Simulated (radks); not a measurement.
# Ionisation of As: one atom, several choices of functional

One table from this session's results is given with a row withheld; the runs are named, their logs left out.

Program: radks (a radial shooting solver on a logarithmic mesh, Libxc functionals) version 1. Level of theory: Dirac Kohn-Sham, spin-unpolarised, spherical densities, finite nucleus; open shells fill j = l - 1/2 first. These are calculated values, not measurements, unless marked.

## The system

```
element       : arsenic (Z = 33)
charge        : 0
electrons     : 33
configuration : [Ar] 3d10 4s2 4p3
ion           : As⁺, [Ar] 3d10 4s2 4p2
choices       : XLYP; PBEsol; BP86; AM05; RPBE; PBE; BLYP; LDA (Slater exchange, Perdew-Wang correlation); exchange-only PBE
```

The first run:

Settings of this run:

```text
Z 33
configuration [Ar] 3d10 4s2 4p3
relativity Dirac
functional xlyp
spin unpolarised
j_filling energy
nucleus finite rms 4.0968 fm
c 137.035999084
```

Among the steps run: XLYP: As; XLYP: As⁺; PBEsol: As; PBEsol: As⁺; BP86: As; BP86: As⁺; AM05: As; AM05: As⁺; RPBE: As; RPBE: As⁺; PBE: As; PBE: As⁺; BLYP: As; BLYP: As⁺; LDA (Slater exchange, Perdew-Wang correlation): As; LDA (Slater exchange, Perdew-Wang correlation): As⁺; exchange-only PBE: As; exchange-only PBE: As⁺.

One table of the session follows, with a row left open; its other results are not shown here.

| functional | Δ-SCF (eV) | −ε(HOMO) (eV) | <r> HOMO (bohr) |
| --- | --- | --- | --- |
| XLYP | 8.886 | 4.944 | 2.598 |
| PBEsol | 8.987 | 5.047 | 2.570 |
| BP86 | 9.110 | 5.169 | 2.571 |
| AM05 | 8.946 | 5.006 | 2.570 |
| RPBE | 8.940 | 5.016 | 2.585 |
| PBE | 8.979 | 5.047 | 2.579 |
| BLYP | ? | ? | ? |
| LDA (Slater exchange, Perdew-Wang correlation) | 9.145 | 5.189 | 2.570 |
| exchange-only PBE | 8.158 | 4.291 | 2.649 |

**Question.** Estimate the row for BLYP.

The run gave: Δ-SCF (eV): 8.860; −ε(HOMO) (eV): 4.917; <r> HOMO (bohr): 2.593. In the column «Δ-SCF (eV)» it lies between exchange-only PBE (8.158) and XLYP (8.886).

Spin polarisation and multiplet splitting are left out, so open shells lie too high by an amount that depends on their filling.
